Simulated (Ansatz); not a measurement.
# GeAsH₃+ (quartet): from Hartree-Fock to the top rungs, cc-pVTZ

The task here is to estimate one member of a computed series from the others.

Computed with Ansatz 0.2.0, Gaussian basis. Level: cc-pVTZ, core rule «outside noble gas», up to 28 orbitals frozen.

Plan: UHF; CCSD(T) on ROHF; CCSD(T) on UHF; BCCD(T) on ROHF; CCSDT(Q) on ROHF; CCSDT(Q) on UHF.

9 further runs of the same task are left out: 1 for a known fault of the program, 3 that didn't finish, 5 set aside as unsound or not needed. Runs told in other sessions of the task aren't counted.

## The system

The geometry is a PBE0/def2-TZVP stationary point (not a proven minimum) of the parent state, kept for this charge and spin. No spin-orbit coupling is included. The filled d shell of Ge, As may be among the frozen orbitals whatever the setting's name suggests.

5 atoms, charge 1, spin multiplicity 4.

Atoms are counted from 1 here; the program's logs count them from 0.

Bond lengths: Ge1–As2 2.417 Å, Ge1–H3 1.540 Å, Ge1–H4 1.540 Å, Ge1–H5 1.540 Å. Angles: As2–Ge1–H3 110.3°, As2–Ge1–H4 110.3°, As2–Ge1–H5 110.3°, H3–Ge1–H4 108.7°, H3–Ge1–H5 108.7°, H4–Ge1–H5 108.7°.

Geometry (Å):

```csv
atom,x (Å),y (Å),z (Å)
Ge1,-1.1919,-0.0082,0.0021
As2,1.2253,0.0085,-0.0022
H3,-1.7348,1.4325,0.0050
H4,-1.7176,-0.7358,1.2530
H5,-1.7221,-0.7324,-1.2488
```

Set-up of the first run:

Contents of in.yaml:

```yaml
crystal:
  periodic: [false, false, false]
  atoms:
    - {symbol: Ge, position_ang: [-1.191943, -0.008234, 0.002120]}
    - {symbol: As, position_ang: [1.225257, 0.008464, -0.002179]}
    - {symbol: H, position_ang: [-1.734783, 1.432476, 0.005020]}
    - {symbol: H, position_ang: [-1.717585, -0.735786, 1.252999]}
    - {symbol: H, position_ang: [-1.722058, -0.732435, -1.248816]}
basis:
  gaussian: {orbitals: cc-pVTZ}
total_charge: 1
magnetization: {spin_polarized: true, initial_magnetization: 3}
hamiltonian: {xc: hf}
output: {orbitals: {seedname: orbitals}}
```

Started as:

```bash
$ ansatz run in.yaml --threads 1 --pin off --events-out ev --progress --plain --max-ram 4096MiB --backend cpu
```

Among the steps run: UHF; CCSD(T) on ROHF; CCSD(T) on UHF; BCCD(T) on ROHF; CCSDT(Q) on ROHF; CCSDT(Q) on UHF.

One table of the session follows, with a row left open; its other results are not shown here.

```
   method  from UCCSDT(Q) (kJ/mol)
     ROHF                   +609.3
      UHF                   +602.9
     RMP2                   +120.5
     UMP2                   +118.9
    RCCSD                    +25.2
    UCCSD                    +23.1
 RCCSD(T)                     +6.0
 UCCSD(T)                     +4.1
  BCCD(T)                     +5.9
   RCCSDT                        ?
   UCCSDT                     +0.7
RCCSDT(Q)                     +1.9
UCCSDT(Q)                        0
```

Q: Estimate the row for RCCSDT from the others.

As computed: from UCCSDT(Q) (kJ/mol): +2.6. In the column «from UCCSDT(Q) (kJ/mol)» it lies between RCCSDT(Q) (+1.9) and UCCSD(T) (+4.1).

Limits of these values: Restricted and unrestricted rows rest on different reference determinants; a gap between their highest levels can come from leftover correlation error, from unlike frozen cores or from another state.
